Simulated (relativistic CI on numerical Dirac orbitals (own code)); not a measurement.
# Nb⁴⁺: L2,3 absorption multiplets

Wanted: the shape of the L2,3 absorption spectrum of Nb⁴⁺ in 5 surroundings, from the same atomic integrals.

The numbers are computed with relativistic CI on numerical Dirac orbitals (own code) version 1 (Dirac-Coulomb-Breit CI, KLI orbitals optimised for each configuration, model QED (radiative potential, 1s self-energy scaled to tabulated hydrogen-like ionisation energies), valence Slater integrals scaled by 0.8, multiplet model of core-to-valence dipole absorption), except any that are marked as measured or tabulated.

### Step 1. Starting point

```
ion                                            : Nb⁴⁺ (Nb V)
nuclear charge                                 : 41
electrons                                      : 37
configurations                                 : [Kr] 4d → [He] 2s2 2p5 3s2 3p6 3d10 4s2 4p6 4d2
magnetising field for the dichroism, Lz and Sz : exchange field 10 meV on Sz; these come from the lowest magnetised state alone (0 K)
temperature of the isotropic spectrum          : 300 K
widths                                         : Lorentz 2.4 eV, Gauss 0.5 eV
surrounding 1                                  : free ion
surrounding 2                                  : D4h, 10Dq = 22300, Ds = -1500, Dt = 40 cm⁻¹
surrounding 3                                  : D4h, 10Dq = 22300, Ds = -860, Dt = 40 cm⁻¹
surrounding 4                                  : D4h, 10Dq = 22300, Ds = -210, Dt = 40 cm⁻¹
surrounding 5                                  : D4h, 10Dq = 22300, Ds = 430, Dt = 40 cm⁻¹
```

### Step 2. Surrounding 1: free ion

The run's settings:

```ini
atom Nb  Z=41  charge=4  electrons=37
nucleus A=93  rms_radius_fm=4.3240
hamiltonian dirac-coulomb  breit=on  qed=on  c_scale=1
orbitals kli  potential=per-configuration
slater_scale 0.8
correlation none
mixing on
configurations
  [Kr] 4d
  [He] 2s2 2p5 3s2 3p6 3d10 4s2 4p6 4d2
end
absorption L2,3 T=300 lorentz=2.4 gauss=0.5
crystal_field free
```

### Step 3. Surrounding 2: D4h, 10Dq = 22300, Ds = -1500, Dt = 40

Changes to the settings of step 2:

```diff
@@ -12,2 +12,2 @@
 absorption L2,3 T=300 lorentz=2.4 gauss=0.5
-crystal_field free
+crystal_field D4h 10Dq=22300 Ds=-1500 Dt=40
```

### Step 4. Surrounding 3: D4h, 10Dq = 22300, Ds = -860, Dt = 40

Changes to the settings of step 3:

```diff
@@ -12,2 +12,2 @@
 absorption L2,3 T=300 lorentz=2.4 gauss=0.5
-crystal_field D4h 10Dq=22300 Ds=-1500 Dt=40
+crystal_field D4h 10Dq=22300 Ds=-860 Dt=40
```

### Step 5. Surrounding 4: D4h, 10Dq = 22300, Ds = -210, Dt = 40

Changes to the settings of step 4:

```diff
@@ -12,2 +12,2 @@
 absorption L2,3 T=300 lorentz=2.4 gauss=0.5
-crystal_field D4h 10Dq=22300 Ds=-860 Dt=40
+crystal_field D4h 10Dq=22300 Ds=-210 Dt=40
```

### Step 6. Surrounding 5: D4h, 10Dq = 22300, Ds = 430, Dt = 40

Changes to the settings of step 5:

```diff
@@ -12,2 +12,2 @@
 absorption L2,3 T=300 lorentz=2.4 gauss=0.5
-crystal_field D4h 10Dq=22300 Ds=-210 Dt=40
+crystal_field D4h 10Dq=22300 Ds=430 Dt=40
```

(Steps that only read results are left out.)

Before running it: what results should come out? Wanted: highest peak, first run; ground spin; share of the lower edge; core spin-orbit splitting.

The runs gave:

| surrounding | ground S | Lz (0 K) | Sz (0 K) | centroid (eV) | share of the lower edge | up to four highest peaks (% of the highest), eV |
| --- | --- | --- | --- | --- | --- | --- |
| 1: free | 0.50 | 1.81 | -0.31 | 2402.18 | 0.733 | 2377.2 (100), 2470.5 (34) |
| 2: D4h | 0.50 | 0.14 | -0.49 | 2406.75 | 0.686 | 2376.2 (75), 2378.2 (100), 2470.0 (39), 2472.2 (39) |
| 3: D4h | 0.50 | 0.16 | -0.48 | 2406.48 | 0.689 | 2378.2 (100), 2470.0 (38), 2472.2 (39) |
| 4: D4h | 0.50 | 0.25 | -0.39 | 2405.74 | 0.696 | 2378.2 (100), 2470.2 (37), 2472.0 (38) |
| 5: D4h | 0.50 | 1.00 | -0.50 | 2405.50 | 0.699 | 2378.2 (100), 2470.2 (36), 2472.0 (38) |

| quantity | value |
| --- | --- |
| highest peak, first run | 2377.2 eV |
| ground spin (effective S from ⟨S²⟩) | 0.50 |
| share of the lower edge | 0.686 to 0.733 |
| core spin-orbit splitting (without Breit) | 97.71 eV |

What this shows: The lower edge takes 0.73 of the intensity in surrounding 1, above the statistical 0.67. The position of the maximum differs by up to 1.0 eV between the surroundings, by shifts of peaks or by peaks exchanging rank. Edge positions are free-ion values and differ from those in solids by a few eV or more.
